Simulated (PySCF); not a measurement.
# C4H11GeN: geometry, NMR shifts, spin-spin couplings, electronic excitations and core binding energies

What NMR shifts, spin-spin couplings, electronic excitations and core binding energies should C4H11GeN (`C=CC[NH][GeH2][CH3]`) show?

Computed with PySCF 2.14.0, with density-fitted response routines of our own, on a single molecule in the gas phase. Atoms count from 0, in the outputs and in this text.

**1. The molecule as given**

17 atoms, charge 0, multiplicity 1; geometry from: GFN2-xTB.

Bonds of the start (Å): C0–C1 1.32, C1–C2 1.50, C2–N3 1.45, N3–Ge4 1.81, Ge4–C5 1.98, C0–H6 1.08, C0–H7 1.08, C1–H8 1.08, C2–H9 1.10, C2–H10 1.10, N3–H11 1.01, Ge4–H12 1.50, Ge4–H13 1.50, C5–H14 1.09, C5–H15 1.09, C5–H16 1.09.

**2. Optimising the geometry at PBE0-D3(BJ)/def2-SVP**

What the job is given:

```
{"job": {"xc": "PBE0", "basis": "def2-SVP", "d3": "d3bj", "grid": 1, "kind": "geom"}, "charge": 0, "multiplicity": 1}
C     -2.973873     0.670300     0.196219
C     -2.312744    -0.311977    -0.385170
C     -0.830409    -0.527722    -0.296839
N     -0.130279     0.556945     0.358362
Ge     1.457580     0.297123     1.194256
C      2.916184    -0.398928     0.046502
H     -2.469343     1.402430     0.803333
H     -4.040859     0.774172     0.098050
H     -2.830644    -1.051650    -0.982963
H     -0.647437    -1.439124     0.286229
H     -0.450353    -0.720598    -1.314559
H     -0.231189     1.413740    -0.168224
H      1.791729     1.638527     1.781922
H      1.154372    -0.681736     2.296453
H      2.631494    -1.354856    -0.387451
H      3.130888     0.291366    -0.765940
H      3.827886    -0.545982     0.616468
```

Standard output:

```text
step   0  E = -2289.84765348  max force = 0.013387
step   1  E = -2289.85082214  max force = 0.005004
step   2  E = -2289.85100668  max force = 0.000862
step   3  E = -2289.85099645  max force = 0.001013
step   4  E = -2289.85101320  max force = 0.000278
optimisation converged
```

Run time: 56 s. Hardware: 1 thread, shared host.

The steps of the relaxation:

```tsv
step	energy from step 0 (eV)	largest force component (eV/Å)
0	0.0000	0.6884
1	-0.0862	0.2573
2	-0.0912	0.0443
3	-0.0910	0.0521
4	-0.0914	0.0143
```

Distances of close pairs at the start and the end, largest changes first:

```tsv
bond	before (Å)	after (Å)	change (Å)
Ge4–H12	1.502	1.541	+0.039
Ge4–H13	1.505	1.543	+0.038
Ge4–C5	1.982	1.957	-0.025
N3–Ge4	1.813	1.837	+0.023
C0–H6	1.077	1.094	+0.017
C0–H7	1.077	1.093	+0.016
C5–H16	1.085	1.101	+0.015
C1–H8	1.083	1.097	+0.014
```

The final coordinates are the input of the step that follows.

```tsv
at the end point	value
point group (found at 0.08 Å tolerance)	C1
rotational constants (GHz, main isotopes)	6.417, 0.987, 0.898
dipole moment (D)	1.40
```

**3. NMR shieldings: PBE0/pcSseg-1**

What the job is given:

```
{"job": {"kind": "nmr", "xc": "PBE0", "basis": "pcSseg-1"}, "charge": 0, "multiplicity": 1}
C     -2.868909     0.568952     0.094315
C     -2.195789    -0.421318    -0.490558
C     -0.709006    -0.618511    -0.400590
N     -0.013100     0.468926     0.235007
Ge     1.585692     0.214505     1.102358
C      3.011340    -0.455534    -0.059074
H     -2.343828     1.307414     0.706551
H     -3.952769     0.661290    -0.009047
H     -2.731958    -1.165899    -1.092207
H     -0.524579    -1.545071     0.177534
H     -0.334958    -0.852153    -1.422329
H     -0.095462     1.339063    -0.282513
H      1.969226     1.587192     1.687545
H      1.316171    -0.810015     2.223618
H      2.722244    -1.419176    -0.504244
H      3.216051     0.256994    -0.871613
H      3.937839    -0.605641     0.515677
```

Level: GIAO PBE0/pcSseg-1 NMR shielding, non-relativistic, gas phase.

Standard output:

```text
coarse grid: 60448 points
cycle   1  E = -2289.9130216596  dE = -3.118e-01  |g| = 9.593e-01  |ddm| = 3.649e+00
cycle   2  E = -2289.8632676243  dE =  4.975e-02  |g| = 1.040e+00  |ddm| = 1.158e+00
cycle   3  E = -2290.0046319789  dE = -1.414e-01  |g| = 1.312e-01  |ddm| = 7.547e-01
cycle   4  E = -2290.0074340021  dE = -2.802e-03  |g| = 6.129e-02  |ddm| = 1.462e-01
cycle   5  E = -2290.0081786664  dE = -7.447e-04  |g| = 6.946e-03  |ddm| = 5.537e-02
cycle   6  E = -2290.0081899138  dE = -1.125e-05  |g| = 2.099e-03  |ddm| = 8.591e-03
cycle   7  E = -2290.0081908819  dE = -9.681e-07  |g| = 7.922e-04  |ddm| = 2.311e-03
final grid: 127960 points
cycle   8  E = -2290.0081844244  dE =  2.168e-07  |g| = 1.274e-03  |ddm| = 2.242e-03
cycle   9  E = -2290.0081836032  dE =  8.212e-07  |g| = 2.186e-03  |ddm| = 2.773e-03
cycle  10  E = -2290.0081848478  dE = -1.245e-06  |g| = 1.178e-04  |ddm| = 1.728e-03
cycle  11  E = -2290.0081848511  dE = -3.327e-09  |g| = 1.600e-05  |ddm| = 1.154e-04
cycle  12  E = -2290.0081848511  dE = -3.092e-11  |g| = 2.135e-06  |ddm| = 1.203e-05
converged SCF energy = -2290.0081848511

GIAO shielding tensors (ppm)
atom      isotropic    diamagn.    paramagn.     s11        s22        s33       span
  0 C       64.123     254.172    -190.049    -54.965     71.642    175.692    230.657
  1 C       35.828     256.616    -220.788    -87.680     47.294    147.871    235.551
  2 C      135.078     245.440    -110.362    119.308    126.318    159.607     40.299
  3 N      242.049     326.448     -84.399    210.237    236.779    279.132     68.895
  4 Ge    1385.569    2756.393   -1370.824   1232.403   1398.419   1525.884    293.481
  5 C      186.099     252.432     -66.333    175.634    190.674    191.990     16.355
  6 H       25.320      32.216      -6.896     22.206     23.200     30.554      8.348
  7 H       25.775      27.164      -1.389     23.260     25.069     28.994      5.734
  8 H       25.130      29.512      -4.382     23.580     24.543     27.267      3.686
  9 H       28.062      31.783      -3.721     22.779     28.511     32.896     10.117
 10 H       27.642      31.726      -4.084     21.165     27.592     34.169     13.004
 11 H       31.963      36.433      -4.470     22.627     30.925     42.337     19.711
 12 H       26.580      29.043      -2.463     19.894     22.317     37.530     17.636
 13 H       26.650      29.475      -2.825     19.937     22.731     37.282     17.345
 14 H       30.652      31.298      -0.646     25.587     28.995     37.372     11.785
 15 H       31.071      30.365       0.706     26.536     28.209     38.467     11.930
 16 H       31.159      27.431       3.729     26.254     27.668     39.557     13.303
```

Run time: 25 s. Hardware: 1 thread, shared host.

The references, computed at this level on geometries of the same kind, shield at (ppm): 1H TMS 31.27, 13C TMS 184.4, 15N NH3 265.7, 73Ge GeMe4 1330. Their shielding less the atom's gives the shift. The references are single molecules in the gas phase, so shifts against H2O, NH3, PH3, H3PO4 or CFCl3 are not on the usual liquid scales and can be off by tens of ppm. Atoms listed in one row are averaged.

```tsv
atoms	environment	σ (ppm)	δ (ppm)
C1	alkene CH	35.8	148.6
C0	terminal =CH2 carbon	64.1	120.3
C2	allylic sp3 CH2 bonded to N	135.1	49.3
C5	methyl carbon bonded to Ge	186.1	-1.7
H8	hydrogen on an alkene CH	25.13	6.14
H6	hydrogen on a terminal =CH2 carbon	25.32	5.95
H7	hydrogen on a terminal =CH2 carbon	25.77	5.49
H12, H13	hydrogen on a germanium bonded to C, N	26.62	4.65
H9, H10	hydrogen on an allylic sp3 CH2 bonded to N	27.85	3.42
H14, H15, H16	hydrogen on a methyl carbon bonded to Ge	30.96	0.31
H11	hydrogen on a nitrogen bonded to C, Ge	31.96	-0.70
N3	nitrogen bonded to C, Ge, H	242.0	23.6
Ge4	germanium bonded to C, N, 2 H	1386	-55
```

Charges from the same density, by scheme (e):

```tsv
atoms	Mulliken	IAO	Hirshfeld	ESP fit
C0	-0.16	-0.32	-0.12	-0.35
C1	-0.28	-0.14	-0.05	-0.27
C2	0.06	-0.14	-0.03	0.31
N3	-0.76	-0.64	-0.24	-0.69
Ge4	0.56	0.76	0.38	0.55
C5	-0.58	-0.70	-0.21	-0.52
```

Mayer bond orders: C0–C1 1.99, C1–C2 1.03, C2–N3 0.97, N3–Ge4 0.89, Ge4–C5 0.96.

**4. Spin-spin couplings: B3LYP/pcSseg-1+pcJ-1**

The job, as its differences from that of step 3:

```diff
@@ -1,2 +1,2 @@
-{"job": {"kind": "nmr", "xc": "PBE0", "basis": "pcSseg-1"}, "charge": 0, "multiplicity": 1}
+{"job": {"kind": "j", "xc": "B3LYP", "basis": "pcJ-1"}, "charge": 0, "multiplicity": 1}
 C     -2.868909     0.568952     0.094315
```

Level: B3LYP/pcJ-1 Ge:pcSseg-1 indirect spin-spin coupling, non-relativistic, gas phase.

Standard output:

```text
coarse grid: 60448 points
cycle   1  E = -2290.5121627872  dE = -3.480e-01  |g| = 1.060e+00  |ddm| = 3.342e+00
cycle   2  E = -2290.4109497302  dE =  1.012e-01  |g| = 1.247e+00  |ddm| = 1.393e+00
cycle   3  E = -2290.6278785317  dE = -2.169e-01  |g| = 1.763e-01  |ddm| = 9.650e-01
cycle   4  E = -2290.6330826237  dE = -5.204e-03  |g| = 8.099e-02  |ddm| = 1.950e-01
cycle   5  E = -2290.6343148127  dE = -1.232e-03  |g| = 1.067e-02  |ddm| = 7.235e-02
cycle   6  E = -2290.6343421865  dE = -2.737e-05  |g| = 3.034e-03  |ddm| = 1.230e-02
cycle   7  E = -2290.6343441622  dE = -1.976e-06  |g| = 8.745e-04  |ddm| = 2.914e-03
final grid: 127960 points
cycle   8  E = -2290.6343181189  dE =  1.816e-07  |g| = 1.317e-03  |ddm| = 2.442e-03
cycle   9  E = -2290.6343172653  dE =  8.536e-07  |g| = 2.265e-03  |ddm| = 2.797e-03
cycle  10  E = -2290.6343185488  dE = -1.284e-06  |g| = 2.337e-04  |ddm| = 1.735e-03
cycle  11  E = -2290.6343185619  dE = -1.307e-08  |g| = 2.852e-05  |ddm| = 2.049e-04
cycle  12  E = -2290.6343185621  dE = -1.510e-10  |g| = 3.780e-06  |ddm| = 2.594e-05
converged SCF energy = -2290.6343185621

Indirect spin-spin couplings (Hz)
  i      j    bonds     total        FC       PSO       DSO        SD
  0 C    1 C    1     79.316    89.075    -9.910     0.152         -
  0 C    2 C    2     -1.266    -0.902    -0.340    -0.024         -
  0 C    3 N    3     -3.602    -3.691     0.105    -0.026     0.010
  0 C    5 C    5      0.201     0.237     0.021    -0.058         -
  0 C    6 H    1    167.881   166.855     0.373     0.653         -
  0 C    7 H    1    168.095   166.982     0.552     0.561         -
  0 C    8 H    2      0.101     1.815    -1.204    -0.510         -
  0 C    9 H    3      5.642     5.710     0.228    -0.296         -
  0 C   10 H    3      5.481     5.540     0.341    -0.399         -
  0 C   12 H    5     -0.172    -0.068     0.050    -0.154         -
  1 C    2 C    1     46.677    47.927    -1.494     0.244         -
  1 C    3 N    2     -2.072    -2.246     0.181    -0.025     0.018
  1 C    5 C    4      0.242     0.259     0.032    -0.050         -
  1 C    6 H    2     -3.091    -1.117    -1.564    -0.410         -
  1 C    7 H    2      0.718     2.503    -1.291    -0.494         -
  1 C    8 H    1    159.223   158.107     0.315     0.801         -
  1 C    9 H    2     -8.688    -8.727     0.021     0.018         -
  1 C   10 H    2     -3.714    -3.607    -0.088    -0.018         -
  1 C   11 H    3      0.671     0.641    -0.026     0.056         -
  1 C   12 H    4      0.353     0.551     0.139    -0.337         -
  1 C   13 H    4     -0.171    -0.143     0.071    -0.099         -
  2 C    3 N    1     -8.487    -8.157     0.366    -0.134    -0.562
  2 C    5 C    3     -0.192    -0.186     0.007    -0.013         -
  2 C    6 H    3      7.272     7.291    -0.070     0.052         -
  2 C    7 H    3     11.157    11.233     0.339    -0.415         -
  2 C    8 H    2      9.787     9.901     0.020    -0.134         -
  2 C    9 H    1    134.272   132.607     0.535     1.129         -
  2 C   10 H    1    137.624   136.036     0.522     1.067         -
  2 C   11 H    2     -0.811    -1.030     0.384    -0.165         -
  2 C   12 H    3      7.614     8.072     0.248    -0.705         -
  2 C   13 H    3      0.401     0.447    -0.010    -0.036         -
  2 C   16 H    4     -0.231    -0.102     0.192    -0.322         -
  3 N    5 C    2     -0.099     0.066    -0.014     0.041    -0.192
  3 N    6 H    4      0.174     0.217     0.145    -0.244     0.055
  3 N    7 H    4     -0.231    -0.218    -0.102     0.078     0.012
  3 N    8 H    3     -4.381    -4.403    -0.100     0.125    -0.003
  3 N    9 H    2     -1.934    -1.660    -0.166    -0.083    -0.024
  3 N   10 H    2      0.722     0.895    -0.177    -0.017     0.020
  3 N   11 H    1    -77.753   -73.810    -2.906    -0.606    -0.431
  3 N   12 H    2     -8.713    -8.938     0.009     0.189     0.027
  3 N   13 H    2     -8.796    -9.026     0.015     0.195     0.019
  3 N   14 H    3     -0.032    -0.086    -0.002     0.050     0.006
  3 N   15 H    3     -0.011    -0.027    -0.012     0.048    -0.019
  3 N   16 H    3     -1.955    -2.172    -0.050     0.279    -0.012
  5 C   10 H    4      0.576     0.509    -0.067     0.134         -
  5 C   11 H    3     -1.476    -1.351     0.189    -0.314         -
  5 C   12 H    2     12.868    13.439     0.053    -0.625         -
  5 C   13 H    2     15.871    16.412     0.045    -0.586         -
  5 C   14 H    1    135.138   132.608     1.589     0.941         -
  5 C   15 H    1    136.005   133.498     1.576     0.932         -
  5 C   16 H    1    134.319   131.791     1.611     0.917         -
  6 H    7 H    2      3.080     2.754     3.664    -3.338         -
  6 H    8 H    3     18.047    18.511     2.638    -3.101         -
  6 H    9 H    4     -3.641    -3.687     0.895    -0.850         -
  6 H   10 H    4     -2.816    -2.811     1.384    -1.389         -
  6 H   11 H    5      0.434    -0.063    -1.658     2.155         -
  6 H   14 H    7     -0.279     0.004     0.423    -0.706         -
  6 H   15 H    7     -0.273     0.001     0.286    -0.560         -
  6 H   16 H    7     -0.453     0.001     0.509    -0.964         -
  7 H    8 H    3     11.407    11.817     0.200    -0.611         -
  7 H    9 H    4     -3.767    -3.771     1.429    -1.426         -
  7 H   10 H    4     -2.681    -2.657     1.491    -1.515         -
  7 H   12 H    6     -0.178     0.043     0.573    -0.794         -
  7 H   15 H    7     -0.163    -0.002     0.526    -0.687         -
  7 H   16 H    7     -0.228     0.026     0.630    -0.885         -
  8 H    9 H    3      3.198     3.029     0.589    -0.420         -
  8 H   10 H    3      4.103     3.960     0.091     0.052         -
  8 H   11 H    4     -0.272    -0.388     1.471    -1.356         -
  9 H   10 H    2    -21.199   -21.764     1.711    -1.147         -
  9 H   11 H    3     17.114    16.773     3.469    -3.128         -
  9 H   12 H    4     -1.570     0.535     1.004    -3.109         -
  9 H   13 H    4      0.546    -0.199    -1.155     1.899         -
  9 H   14 H    5      0.288     0.014    -0.928     1.202         -
  9 H   15 H    5     -0.252     0.019     0.495    -0.766         -
  9 H   16 H    5     -0.411    -0.004     0.513    -0.920         -
 10 H   11 H    3      2.836     2.490     0.592    -0.247         -
 10 H   12 H    4     -1.506    -0.121     1.015    -2.400         -
 10 H   13 H    4     -0.263     0.276     0.749    -1.288         -
 10 H   14 H    5      0.368     0.032    -1.058     1.394         -
 10 H   16 H    5     -0.309    -0.094     0.681    -0.896         -
 11 H   12 H    3      0.202     0.294    -0.161     0.069         -
 11 H   13 H    3      7.083     9.233     2.002    -4.152         -
 11 H   14 H    4     -0.347     0.071     0.777    -1.195         -
 11 H   16 H    4     -1.237    -0.345     1.148    -2.040         -
 12 H   13 H    2     13.298    16.695     1.034    -4.431         -
 12 H   14 H    3      9.864    12.145     1.611    -3.891         -
 12 H   15 H    3     -0.184     0.341     0.252    -0.777         -
 12 H   16 H    3     -1.243    -0.646     0.340    -0.937         -
 13 H   14 H    3     -0.443     0.051     0.212    -0.705         -
 13 H   15 H    3      9.709    11.932     1.612    -3.835         -
 13 H   16 H    3     -1.320    -0.821     0.269    -0.768         -
 14 H   15 H    2    -12.963   -14.001     2.852    -1.814         -
 14 H   16 H    2    -13.777   -14.806     2.872    -1.843         -
 15 H   16 H    2    -13.420   -14.443     2.914    -1.891         -
```

It took 1.7 min on 1 thread, shared host.

A choice of the couplings up to four bonds, sorted by the number of bonds, with means over like pairs; isotopes 13C, 1H, 15N:

```tsv
pair	bonds	J (Hz)	Fermi contact (Hz)	dihedral (°)
C0–H7	1	168.1	167.0	–
C0–H6	1	167.9	166.9	–
C1–H8	1	159.2	158.1	–
C2–H9	1	135.9	134.3	–
C5–H14	1	135.2	132.6	–
C0–C1	1	79.3	89.1	–
N3–H11	1	-77.8	-73.8	–
C1–C2	1	46.7	47.9	–
C2–N3	1	-8.5	-8.2	–
H9–H10	2	-21.2	-21.8	–
C5–H12	2	14.4	14.9	–
H14–H15	2	-13.4	-14.4	–
H12–H13	2	13.3	16.7	–
C2–H8	2	9.8	9.9	–
N3–H12	2	-8.8	-9.0	–
C1–H9	2	-6.2	-6.2	–
C1–H6	2	-3.1	-1.1	–
H6–H7	2	3.1	2.8	–
H6–H8	3	18.0	18.5	179
H7–H8	3	11.4	11.8	0
C2–H7	3	11.2	11.2	180
H9–H11	3	10.0	9.6	–
C2–H6	3	7.3	7.3	-1
C0–H9	3	5.6	5.6	–
N3–H8	3	-4.4	-4.4	172
C2–H12	3	4.0	4.3	–
H8–H9	3	3.7	3.5	–
H6–H9	4	-3.2	-3.2	–
H7–H9	4	-3.2	-3.2	–
```

The spin-dipole term was solved for some atoms only; pairs without it lack that part.

The response was solved for the nuclei of C, H, N alone, so couplings that need other nuclei can be missing.

Quadrupole couplings from the field gradients of the same density:

```tsv
atom	isotope	eQq/h (MHz)	η
Ge4	73Ge	-31.8	0.14
N3	14N	-5.440	0.25
```

Joined with the shifts from before (PBE0/pcSseg-1, unscaled), the couplings predict the line list below for 300 MHz.

1H NMR δ 6.14 (m, 1H), 5.95 (m, 1H), 5.49 (m, 1H), 4.65 (q, J = 2.7 Hz, 2H), 3.42 (m, 2H), 0.31 (t, J = 2.7 Hz, 3H), -0.70 (br s, 1H). The letters are first-order; like nuclei with unlike couplings give more lines.

**5. TDDFT and polarisability: CAM-B3LYP/def2-SVPD**

The job, as its differences from that of step 4:

```diff
@@ -1,2 +1,2 @@
-{"job": {"kind": "j", "xc": "B3LYP", "basis": "pcJ-1"}, "charge": 0, "multiplicity": 1}
+{"job": {"kind": "uv", "xc": "CAM-B3LYP", "basis": "def2-SVPD", "ip": true}, "charge": 0, "multiplicity": 1}
 C     -2.868909     0.568952     0.094315
```

Level: TDDFT CAM-B3LYP/def2-SVPD, vertical, gas phase, core orbitals frozen in the response.

Standard output:

```text
coarse grid: 60448 points
cycle   1  E = -2290.3115952816  dE = -1.940e-01  |g| = 5.630e-01  |ddm| = 5.603e+00
cycle   2  E = -2290.3116454941  dE = -5.021e-05  |g| = 5.974e-01  |ddm| = 1.403e+00
cycle   3  E = -2290.3695156842  dE = -5.787e-02  |g| = 5.585e-02  |ddm| = 6.576e-01
cycle   4  E = -2290.3700262170  dE = -5.105e-04  |g| = 3.368e-02  |ddm| = 1.081e-01
cycle   5  E = -2290.3702745250  dE = -2.483e-04  |g| = 3.840e-03  |ddm| = 4.435e-02
cycle   6  E = -2290.3702777384  dE = -3.213e-06  |g| = 1.198e-03  |ddm| = 1.050e-02
final grid: 127960 points
cycle   7  E = -2290.3702562627  dE = -1.929e-07  |g| = 1.063e-03  |ddm| = 6.983e-03
cycle   8  E = -2290.3702562928  dE = -3.008e-08  |g| = 1.030e-03  |ddm| = 3.026e-03
cycle   9  E = -2290.3702564928  dE = -2.000e-07  |g| = 1.006e-04  |ddm| = 1.316e-03
cycle  10  E = -2290.3702564952  dE = -2.403e-09  |g| = 2.014e-05  |ddm| = 1.496e-04
cycle  11  E = -2290.3702564954  dE = -2.356e-10  |g| = 9.476e-06  |ddm| = 9.330e-05
converged SCF energy = -2290.3702564954

Static polarisability (au): isotropic 89.060, principal 72.811 87.358 107.011

Singlet excitations
state   eV       nm        f      main configurations
  1   5.9020    210.1   0.02236   H->L 0.68, H->L+1 0.15
  2   6.3340    195.7   0.01927   H->L+2 0.57, H->L+1 0.38
  3   6.6578    186.2   0.02350   H->L+1 0.36, H->L+2 0.24, H->L 0.23
  4   6.8899    180.0   0.01279   H->L+3 0.83
  5   7.0980    174.7   0.01056   H-1->L 0.36, H->L+4 0.13, H-1->L+3 0.10
  6   7.2862    170.2   0.08830   H->L+5 0.32, H->L+4 0.26, H->L+6 0.14
  7   7.4312    166.8   0.05051   H->L+4 0.33, H->L+6 0.28, H->L+5 0.15
  8   7.4780    165.8   0.16503   H-1->L+2 0.44, H-1->L+1 0.18, H->L+8 0.08
  9   7.6327    162.4   0.04383   H->L+7 0.30, H->L+8 0.23, H-1->L+1 0.12
 10   7.7465    160.1   0.00547   H-1->L+4 0.22, H->L+8 0.19, H-1->L+2 0.17

Triplet excitations (Tamm-Dancoff, eV): 4.3897 5.6239 6.2205 6.4214
Vertical ionisation energy (delta-SCF) = 8.5339 eV
```

It took 3.3 min on 1 thread, shared host.

Frontier orbitals and where they lie:

```tsv
orbital	eV	atoms
HOMO−3	-10.58	Ge4 35 %, H13 28 %, H12 13 %
HOMO−2	-10.42	Ge4 26 %, C5 21 %, H12 18 %
HOMO−1	-8.72	C0 36 %, C1 34 %, C2 8 %
HOMO	-7.90	N3 53 %, C2 10 %, C5 7 %
LUMO	1.10	Ge4 34 %, C5 13 %, C2 6 %
LUMO+1	1.48	C0 17 %, C1 13 %, Ge4 12 %
LUMO+2	1.65	C0 24 %, C1 20 %, Ge4 7 %
```

With each of the 10 states as a Gaussian band of 0.4 eV half-width at 1/e, the curve within the window shown has maxima at 167 nm (ε 14,000) L/(mol cm). Beyond the last state computed it falls off for lack of states. The curve at chosen wavelengths:

```
 nm  ε (L/mol/cm)
154          1911
157          4543
160          8245
163         11753
167         13574
170         12253
173          9574
176          6766
179          4603
182          3250
186          2355
189          2035
192          1835
195          1686
198          1568
201          1472
205          1358
208          1258
211          1130
214           972
217           794
220           615
224           401
227           273
230           177
233           110
```

Further results of this job:

```tsv
property	computed
dipole moment (D)	1.33
polarisability (Å³)	13.20
HOMO–LUMO gap (eV)	9.00
−ε(HOMO) (eV)	7.90
```

(Part 1 of 2 ends here.)
